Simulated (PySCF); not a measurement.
**[ZnCl4]2- (ZnCl4 (-2)): electronic structure in real space**

Aim: take [ZnCl4]2- (ZnCl4 (-2)) and localise its valence orbitals and compute its lowest excited states.

Method: levels as typed in each script, gas phase, geometry from GFN2-xTB; program: PySCF 2.14.0.

### Step 1. Where the work starts

5 atoms, charge -2, spin multiplicity 1.

Bond lengths: Zn1–Cl2 2.307 Å, Zn1–Cl3 2.304 Å, Zn1–Cl4 2.304 Å, Zn1–Cl5 2.303 Å. Angles: Cl2–Zn1–Cl3 109.4°, Cl2–Zn1–Cl4 109.4°, Cl2–Zn1–Cl5 109.4°, Cl3–Zn1–Cl4 109.4°, Cl3–Zn1–Cl5 109.5°, Cl4–Zn1–Cl5 109.7°.

As a file:

```
Zn   -0.0001    0.0011    0.0020
Cl   -0.3288   -1.8539   -1.3291
Cl    0.3290    1.8522   -1.3300
Cl    1.8554   -0.3286    1.3278
Cl   -1.8553    0.3283    1.3276
```

### Step 2. Localised orbitals (PBE0/def2-svp)

input.py

```python
import numpy as np
from pyscf import gto, scf, dft, lo
from pyscf.data.elements import chemcore

def solve(mol, dm0=None, hcore=None):
    mf = (dft.UKS if mol.spin else dft.RKS)(mol, xc='pbe0')
    mf.grids.level = 3
    mf = mf.density_fit(auxbasis='def2-universal-jkfit')
    mf.conv_tol, mf.max_cycle = 1e-8, 80
    if hcore is not None:
        mf.get_hcore = lambda *args: hcore
    mf.kernel(dm0)
    if not mf.converged:
        mf = mf.newton().run(mf.mo_coeff, mf.mo_occ, max_cycle=30)
    assert mf.converged, 'SCF not converged'
    return mf

mol = gto.M(atom='''
Zn    -0.00014     0.00110     0.00201
Cl    -0.32882    -1.85386    -1.32905
Cl     0.32900     1.85222    -1.32997
Cl     1.85538    -0.32865     1.32785
Cl    -1.85531     0.32835     1.32761
''', basis='def2-svp', charge=-2, spin=0, verbose=4)
mf = solve(mol)
occ_all = mf.mo_coeff[:, mf.mo_occ > 0]
occ = occ_all[:, chemcore(mol):]
pm = lo.PM(mol, occ, pop_method='meta_lowdin')
loc = pm.kernel()
for _ in range(5):
    new, stable = pm.stability_jacobi(return_status=True)
    if stable:
        break
    loc = pm.kernel(new)
fock, s = mf.get_fock(), mf.get_ovlp()
ortho = lo.orth_ao(mol, 'meta_lowdin')
labels = mol.ao_labels(fmt=None)
vir = loc[:, :0]
both = np.hstack([loc, vir])
p = (ortho.T @ s @ both) ** 2
pop = np.array([p[[l[0] == a for l in labels]].sum(0) for a in range(mol.natm)])
spd = np.array([[p[[l[0] == a and l[2][-1] == k for l in labels]].sum(0) for k in 'spd'] for a in range(mol.natm)])
eps = np.einsum('pi,pq,qi->i', both, fock, both)
for i in np.argsort(eps):
    top = np.argsort(-pop[:, i])[:3]
    print('%3d %s %9.4f Eh ' % (i + 1, 'occ' if i < loc.shape[1] else 'vir', eps[i]), '  '.join('%s%d %.3f' % (mol.atom_symbol(a), a + 1, pop[a, i]) for a in top))
np.savez('result.npz', c=both, nocc=loc.shape[1], pop=pop, spd=spd, eps=eps, e=mf.e_tot)
```

Run with:

```bash
$ OMP_NUM_THREADS=1 python input.py
```

### Step 4. Excited states (B3LYP/def2-svpd)

input.py

```python
import numpy as np
from pyscf import gto, scf, dft, tdscf
from pyscf.scf import atom_ks, atom_hf
from scipy.linalg import block_diag

def solve(mol, dm0=None, hcore=None):
    mf = (dft.UKS if mol.spin else dft.RKS)(mol, xc='b3lyp')
    mf.grids.level = 3
    mf = mf.density_fit(auxbasis='def2-universal-jkfit')
    mf.conv_tol, mf.max_cycle = 1e-8, 80
    if hcore is not None:
        mf.get_hcore = lambda *args: hcore
    mf.kernel(dm0)
    if not mf.converged:
        mf = mf.newton().run(mf.mo_coeff, mf.mo_occ, max_cycle=30)
    assert mf.converged, 'SCF not converged'
    return mf

mol = gto.M(atom='''
Zn    -0.00014     0.00110     0.00201
Cl    -0.32882    -1.85386    -1.32905
Cl     0.32900     1.85222    -1.32997
Cl     1.85538    -0.32865     1.32785
Cl    -1.85531     0.32835     1.32761
''', basis='def2-svpd', charge=-2, spin=0, verbose=4)
mf = solve(mol)
td = mf.TDA()
td.nstates, td.singlet, td.conv_tol = 5, True, 1e-5
td.kernel()
td.analyze()
x, y = np.array([p[0] for p in td.xy]), np.array([p[1] + 0 * p[0] for p in td.xy])
f, mu = td.oscillator_strength(), td.transition_dipole()
nto = [td.get_nto(state=i + 1, verbose=4) for i in range(len(td.e))]
# spherically averaged free atoms, for the promolecule
atm = atom_ks.get_atm_nrks(mol, xc='b3lyp')
pro = block_diag(*[(atm[a[0]][2] * atm[a[0]][3]) @ atm[a[0]][2].T for a in mol._atom])
np.savez('result.npz', e=td.e, f=f, ok=td.converged, w=[n[0] for n in nto], nto=[n[1] for n in nto], x=x, y=y, c=mf.mo_coeff, occ=mf.mo_occ, eps=mf.mo_energy, pro=pro, mu=mu)
```

(Steps that only read results are left out.)

**Question.** What will these runs give? Wanted: lowest singlet excitation.

The runs gave:

| quantity | value |
| --- | --- |
| localised occupied orbitals above −45 eV (PBE0/def2-svp) | 21 |
| lowest singlet excitation (B3LYP/def2-svpd) | 5.31 eV |

What this shows: All values hold at the given geometry, in the gas phase.
